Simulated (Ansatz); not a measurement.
**C2H5FO2Si: how energies converge with the basis set**

One table from this session's results is given with a row withheld; the runs are named, their logs left out.

The runs use Ansatz 0.2.0, Gaussian basis; one geometry, several basis sets.

Plan: PBE0-D4/def2-SVP; ωB97M-V/def2-SVP; PBE0-D4/def2-QZVPP; ωB97M-V/def2-QZVPP; the functionals' def2-TZVPP values are taken from earlier runs.

### The geometry

All runs share one geometry, relaxed beforehand with PBE0-D4 in a triple-zeta def2 set.

SMILES `C=C[Si](O)(O)F`, 11 atoms, charge 0, spin multiplicity 1.

Atoms are counted from 1 here; the program's logs count them from 0.

Bond lengths: C1–C2 1.330 Å, C1–H7 1.086 Å, C1–H8 1.086 Å, C2–Si3 1.837 Å, C2–H9 1.088 Å, Si3–O4 1.634 Å, Si3–O5 1.623 Å, Si3–F6 1.600 Å, O4–H10 0.958 Å, O5–H11 0.958 Å. Angles: C2–C1–H7 121.5°, C2–C1–H8 122.2°, H7–C1–H8 116.3°, C1–C2–Si3 122.3°, C1–C2–H9 118.6°, Si3–C2–H9 119.1°, C2–Si3–O4 113.3°, C2–Si3–O5 108.5°, C2–Si3–F6 108.8°, O4–Si3–O5 109.4°, O4–Si3–F6 107.0°, O5–Si3–F6 109.9°, Si3–O4–H10 117.5°, Si3–O5–H11 118.4°.

Set-up of the first run:

File in.yaml:

```yaml
crystal:
  periodic: [false, false, false]
  atoms:
    - {symbol: C, position_ang: [0.388694, -0.501602, 1.809564]}
    - {symbol: C, position_ang: [-0.460303, 0.162107, 1.029894]}
    - {symbol: Si, position_ang: [-0.203404, 0.330679, -0.781081]}
    - {symbol: O, position_ang: [1.189447, -0.346308, -1.300837]}
    - {symbol: O, position_ang: [-1.456443, -0.361365, -1.546508]}
    - {symbol: F, position_ang: [-0.133079, 1.885942, -1.148861]}
    - {symbol: H, position_ang: [1.273336, -0.983941, 1.404034]}
    - {symbol: H, position_ang: [0.235796, -0.598183, 2.880642]}
    - {symbol: H, position_ang: [-1.335576, 0.620767, 1.485913]}
    - {symbol: H, position_ang: [1.972121, 0.205856, -1.314824]}
    - {symbol: H, position_ang: [-1.405189, -0.470952, -2.497236]}
basis:
  gaussian: {orbitals: def2-SVP}
hamiltonian: {xc: pbe0, dispersion: d4}
output: {orbitals: {seedname: orbitals}}
```

Run with:

```bash
$ ansatz run in.yaml --threads 4 --pin off --events-out ev --progress --plain --max-ram 10444MiB
```

Steps of the session up to this table: PBE0-D4 in def2-SVP; ωB97M-V in def2-SVP; PBE0-D4 in def2-QZVPP; ωB97M-V in def2-QZVPP.

One of the session's tables, all rows but one given; the rest of the session is left out.

It belongs to the step «Functionals by basis». 

```
functional       basis  HOMO (eV)
   PBE0-D4    def2-SVP          ?
   PBE0-D4  def2-TZVPP      -8.28
   PBE0-D4  def2-QZVPP      -8.31
   ωB97M-V    def2-SVP     -10.45
   ωB97M-V  def2-TZVPP     -10.56
   ωB97M-V  def2-QZVPP     -10.59
```

Q: Estimate the row for PBE0-D4, def2-SVP from the others.

As computed: HOMO (eV): -8.18. In the column «HOMO (eV)» it is the highest.
